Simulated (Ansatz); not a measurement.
# CsLiCr2Te2S3 in Ansatz: convergence with k mesh

The system is CsLiCr2Te2S3.

```xyz
9
Lattice="7.0568 0.0000 0.0000 0.0000 3.9806 0.0000 -2.6733 0.0000 8.6817" Properties=species:S:1:pos:R:3 pbc="T T T"
Cs   -0.4619    0.0000    3.2735
Li    3.9900    1.9903    6.8484
Cr   -1.6370    0.0000    8.2143
Cr    1.5865    1.9903    8.4356
Te    3.1793    0.0000    1.3257
Te    1.9223    0.0000    6.5020
S     4.3382    0.0000    5.9471
S    -0.4797    1.9903    7.3275
S     6.6521    1.9903    0.4651
```

The cell was built by a generator and needn't be a form met in nature.

* Program: Ansatz 0.2.0
* Task: convergence study
* Functional: PBE
* Potentials or basis: Ansatz PAW
* Cutoff: 420 eV (not typed: the program's choice for these potentials)
* k mesh: 2 × 2 × 1
* Occupations: fermi-dirac, width 0.05 eV
* Spin: collinear spin, ferromagnetic start
* Starting moments: [0.0, 0.0, 3.0, 3.0, 0.0, 0.0, 0.0, 0.0, 0.0] μB

These are the settings of the first run; the series varies k mesh, with any setting tied to it.

Hardware: 8 threads of Intel(R) Xeon(R) 6975P-C (Granite Rapids), on a shared host.

Question: The values tried are 2 × 2 × 1, 2 × 3 × 2, 3 × 4 × 2, 3 × 5 × 3, 4 × 6 × 3, 5 × 8 × 4, 6 × 9 × 5, 7 × 11 × 5, loosest first. From which on does the pressure stay within 0.1 GPa of the tightest run that finished?

Answer: From 2 × 3 × 2 on.

```
    k mesh  energy less the tightest run, at zero smearing (meV/atom)  pressure (GPa)  largest force (eV/Å)  absolute moment (μB)  gap on the mesh (eV)  SCF cycles  CPU time (s)  peak memory (GiB)
 2 × 2 × 1                                                      35.86            0.32                 0.258                  7.25                 0.630          22            11                0.9
 2 × 3 × 2                                                       5.40            0.09                 0.046                  7.23                 0.494          22            25                  1
 3 × 4 × 2                                                       3.60            0.05                 0.023                  7.21                 0.562          23            40                1.2
 3 × 5 × 3                                                       1.40            0.04                 0.012                  7.21                 0.598          23            54                1.3
 4 × 6 × 3                                                       0.42            0.03                 0.009                  7.21                 0.509          23            98                1.5
 5 × 8 × 4                                                       0.09            0.02                 0.010                  7.21                 0.508          23           190                2.1
 6 × 9 × 5                                                       0.04            0.02                 0.010                  7.21                 0.502          23           280                2.6
7 × 11 × 5                                                       0.00            0.01                 0.010                  7.21                 0.483          23           380                3.2
```

Against the tightest run, the energy stays within 1 meV/atom from 4 × 6 × 3 on; the largest force stays within 0.005 eV/Å from 3 × 5 × 3 on; the absolute moment stays within 0.02 μB from 3 × 4 × 2 on. Not settled before the last step: the gap on the mesh (to 0.01 eV). Meshes of other sizes hit other points, so gaps and Fermi surfaces needn't settle smoothly. The tightest run that finished is the yardstick and may itself not be fully converged.

Caveat, for the tightest run too: odd divisions of the mesh miss points on the zone boundary, where band edges often lie, so the gap on the mesh can be too wide; spin-orbit coupling is left out, which moves the levels of the heavy elements; only a ferromagnetic start was run, and an antiferromagnetic order may lie lower in energy.
